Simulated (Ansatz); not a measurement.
# TiPd: a tetragonal deformation path

One table from this session's results is given with a row withheld; the runs are named, their logs left out.

Program: Ansatz 0.2.0. Level of theory: DFT PBEsol, scalar-relativistic, plane waves, PAW. These are calculated values, not measurements.

### The system as given

It takes space group Pm-3m (No. 221, cubic). The conventional cell has a = 3.180 Å, b = 3.180 Å, c = 3.180 Å, α = 90.00°, β = 90.00°, γ = 90.00°. Ti (site symmetry m-3m) is surrounded by 8 Pd at 2.75 Å. Pd (site symmetry m-3m) is surrounded by 8 Ti at 2.75 Å.

As a file:

```
Ti Pd
1.0
     3.18000    0.00000    0.00000
     0.00000    3.18000    0.00000
     0.00000    0.00000    3.18000
Ti Pd
1 1
Direct
  0.50000 0.50000 0.50000
  0.00000 0.00000 0.00000
```

The cell is taken as given, not relaxed at this level.

### Zero of energy

Reference values: F = -9381.4922 eV; pressure -6.92 GPa; largest force 0.000 eV/Å; gap on the mesh none (metal). It was computed beforehand with the settings of the runs below.

The first run:

At fixed volume and fractional coordinates, lengths along (0.000, 0.000, 1.000) are scaled against those across it; ρ is that ratio over its starting value.

Input file input.yaml:

```yaml
crystal:
  lattice:
    - [3.5696090066, 0.0, 0.0]
    - [0.0, 3.5696090066, 0.0]
    - [0.0, 0.0, 2.5237135676]
  atoms:
    - { symbol: Ti, position: [0.5, 0.5, 0.5] }
    - { symbol: Pd, position: [0.0, 0.0, 0.0] }
basis:
  ecutwfc: 420
kpoints:
  mp_grid: { grid: [16, 16, 16] }
hamiltonian:
  xc: pbesol
scf:
  occupations: { method: gaussian, width: 0.15 }
output:
  forces: true
  stress: true
  eigenvalues: true
```

The run is started by

```bash
> ansatz run input.yaml --threads 1 --pin off --max-ram 2560MiB --backend cpu --events-out ev --progress --plain --runs-dir out
```

Steps of the session up to this table: Point ρ = 0.707; ρ = 1.414; ρ = 0.850; ρ = 1.200; Point ρ = 0.780; At ρ = 1.300; ρ = 0.920; At ρ = 1.100; Point ρ = 0.650; ρ = 1.500; At ρ = 0.960; ρ = 1.050.

One of the session's tables, all rows but one given; the rest of the session is left out.

It belongs to the step «The scan collected». 

```
    ρ  ΔE (meV/atom)  pressure (GPa)
0.650          420.1             3.2
0.707          150.6            -3.2
0.780           -1.5            -7.0
0.850          -23.2            -7.7
0.920           -8.1            -7.3
0.960           -2.3            -7.0
1.000            0.0            -6.9
1.050           -2.4            -7.1
1.100           -8.3            -7.4
1.200          -29.0            -8.7
1.300              ?               ?
1.414          -52.4           -11.0
1.500          -22.9           -11.0
```

**Question.** Estimate the row for ρ = 1.300.

Worked estimate for «ΔE (meV/atom)». A straight line through the neighbours (1.200, -29.0) and (1.414, -52.4) gives -29.0 + (-52.4 + 29.0) × (1.300 − 1.200) / (1.414 − 1.200) = -39.9; a parabola fitted to 4 rows on both sides gives -49.6.

The run gave: ΔE (meV/atom): -52.4; pressure (GPa): -10.1. In «ΔE (meV/atom)» the line misses by +12.5 and the parabola by +2.8.
